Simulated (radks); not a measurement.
# Cd in [Kr] 4d10 5s2: an all-electron calculation

An exercise on one series of results from a longer session: the logs are not shown, and one member is left open.

Program: radks (a radial shooting solver on a logarithmic mesh, Libxc functionals) version 1. Level of theory: Dirac Kohn-Sham, XLYP, spin-unpolarised, spherical densities, finite nucleus. These are calculated values, not measurements, unless marked.

## What is computed

| Item | Value |
| --- | --- |
| element | cadmium (Z = 48) |
| charge | 0 |
| electrons | 48 |
| configuration | [Kr] 4d10 5s2 |
| nuclear rms radius | 4.6087 fm |

The outer shells:

Cd
```
[Kr] core
4d [↑↓][↑↓][↑↓][↑↓][↑↓]
5s [↑↓]
```

Set-up of the first run:

The run's settings:

```text
Z 48
configuration [Kr] 4d10 5s2 5p0 6s0
relativity Dirac
functional xlyp
spin unpolarised
j_filling energy
nucleus finite rms 4.6087 fm
c 137.035999084
```

Command:

```sh
python run_ks.py task.json out
```

All runs below come from this command, one after another.

One table of the session follows, with a row left open; its other results are not shown here.

It belongs to the step «Orbitals and density». Sizes of the orbitals, from the radial functions (bohr):

| level | <r> | outermost maximum (interpolated) | 90 % within | nodes |
| --- | --- | --- | --- | --- |
| 1s1/2 | 0.03039 | 0.0197 | 0.0546 | 0 |
| 2s1/2 | 0.1313 | 0.111 | 0.203 | 1 |
| 2p1/2 | 0.1112 | 0.0859 | 0.182 | 0 |
| 2p3/2 | 0.1164 | 0.0903 | 0.189 | 0 |
| 3s1/2 | 0.3581 | 0.324 | 0.528 | 2 |
| 3p1/2 | 0.3495 | 0.310 | 0.527 | 1 |
| 3p3/2 | ? | ? | ? | ? |
| 3d3/2 | 0.3327 | 0.264 | 0.526 | 0 |
| 3d5/2 | 0.3362 | 0.267 | 0.531 | 0 |
| 4s1/2 | 0.8786 | 0.795 | 1.28 | 3 |
| 4p1/2 | 0.9386 | 0.828 | 1.39 | 2 |
| 4p3/2 | 0.9699 | 0.853 | 1.43 | 2 |
| 4d3/2 | 1.279 | 0.974 | 2.05 | 1 |
| 4d5/2 | 1.301 | 0.985 | 2.09 | 1 |
| 5s1/2 | 2.910 | 2.33 | 4.44 | 4 |
| 5p1/2 | 4.461 | 3.25 | 7.16 | 3 |
| 5p3/2 | 4.704 | 3.44 | 7.54 | 3 |

Estimate the missing values for 3p3/2.

The run gave: <r>: 0.3605; outermost maximum (interpolated): 0.320; 90 % within: 0.542; nodes: 1. In the column «<r>» it lies between 3s1/2 (0.3581) and 4s1/2 (0.8786).
